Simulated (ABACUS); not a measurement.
Ti3Sn:

```xyz
4
Lattice="4.1569 0.0000 0.0000 0.0000 4.1569 0.0000 0.0000 0.0000 4.1569" Properties=species:S:1:pos:R:3 pbc="T T T"
Sn    0.0000    0.0000    0.0000
Ti    0.0000    2.0785    2.0785
Ti    2.0785    0.0000    2.0785
Ti    2.0785    2.0785    0.0000
```

Measurements of this composition are mostly on another form, of space group No. 194.

| Property | Result |
| --- | --- |
| Program | ABACUS 3.10.1 |
| Task | single point |
| Functional | PBEsol |
| Potentials or basis | PseudoDojo NC SR 0.4.1 PBEsol standard |
| Cutoff | 1143 eV |
| Density cutoff | 4572 eV |
| Basis | plane waves |
| k mesh | 7 × 7 × 7 |
| Occupations | fermi-dirac, width 0.05 eV |
| Spin | no spin polarisation |

On this cell: pressure -3.5 GPa; largest force zero by symmetry; band gap on the k mesh none (metal or under the smearing width).

The same run follows on a disturbed copy (atoms moved at random, drawn with an rms of 0.05 Å):

```
CELL_PARAMETERS angstrom
4.15693 0.00000 0.00000
0.00000 4.15693 0.00000
0.00000 0.00000 4.15693
ATOMIC_POSITIONS crystal
Sn 0.99729 0.99839 0.98779
Ti 0.00525 0.49918 0.50469
Ti 0.50867 0.00175 0.49692
Ti 0.50118 0.50941 0.99416
```

Problem. What changes?

Solution. The energy (extrapolated to zero smearing) moves by +7.1 meV/atom; pressure -3.3 GPa; largest force 0.553 eV/Å; band gap on the k mesh none (metal or under the smearing width).

Forces in eV/Å, atoms in the order of the input:
```
Sn   0.278  0.200  0.434
Ti  -0.045  0.104 -0.392
Ti  -0.269  0.008 -0.077
Ti   0.036 -0.312  0.034
```

Stress tensor (GPa, compression positive):
```
-3.35  0.02  0.08
 0.02 -3.30 -0.02
 0.08 -0.02 -3.30
```

Caveats: there are fewer bands than atomic start orbitals, so a level may be missed at k points of high symmetry.
